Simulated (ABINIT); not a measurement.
Crystal: BiTe.

```
Bi Te
1.0
     2.42271    1.39875    3.31729
    -2.42271    1.39875    3.31729
     0.00000   -2.79750    3.31729
Bi Te
1 1
Direct
  0.50000 0.50000 0.50000
  0.00000 0.00000 0.00000
```

The cell comes from a database or a generator and needn't be the stable form of this composition.

- Program: ABINIT 10.8.3 (patched build)
- Task: relaxation of cell and atoms
- Functional: PBEsol
- Potentials or basis: JTH PAW PBE v2.0
- Cutoff: 599 eV
- k mesh: 7 × 7 × 7
- Occupations: fermi-dirac, width 0.05 eV
- Spin: no spin polarisation

At the start: pressure -2.3 GPa; volume 33.72 Å³/atom.

Q: How do energy, volume and symmetry change on relaxing?

A: Over 7 steps the energy falls by 13.2 meV/atom and the volume is 31.94 Å³/atom (-5.3 %); space group R-3m (No. 166, to 0.05 Å).

The path:
| step | energy change (eV) | largest force (eV/Å) | pressure (GPa) | volume (Å³) |
| --- | --- | --- | --- | --- |
| 1 | 0.0000 | 0.0000 | -2.35 | 67.45 |
| 2 | -0.0066 | 0.0000 | -2.02 | 66.97 |
| 3 | -0.0242 | 0.0000 | 0.16 | 64.11 |
| 4 | -0.0247 | 0.0000 | 0.01 | 64.24 |
| 5 | -0.0258 | 0.0000 | -0.18 | 64.28 |
| 6 | -0.0263 | 0.0000 | -0.11 | 64.04 |
| 7 | -0.0263 | 0.0000 | -0.01 | 63.88 |

Final structure:
```
Bi Te
1.0
     2.40538    1.38875    3.18719
    -2.40538    1.38875    3.18719
     0.00000   -2.77749    3.18719
Bi Te
1 1
Direct
  0.50000 0.50000 0.50000
  0.00000 0.00000 0.00000
```

Caveat: the PAW data sets were made with another functional, which shifts forces and pressure a little.
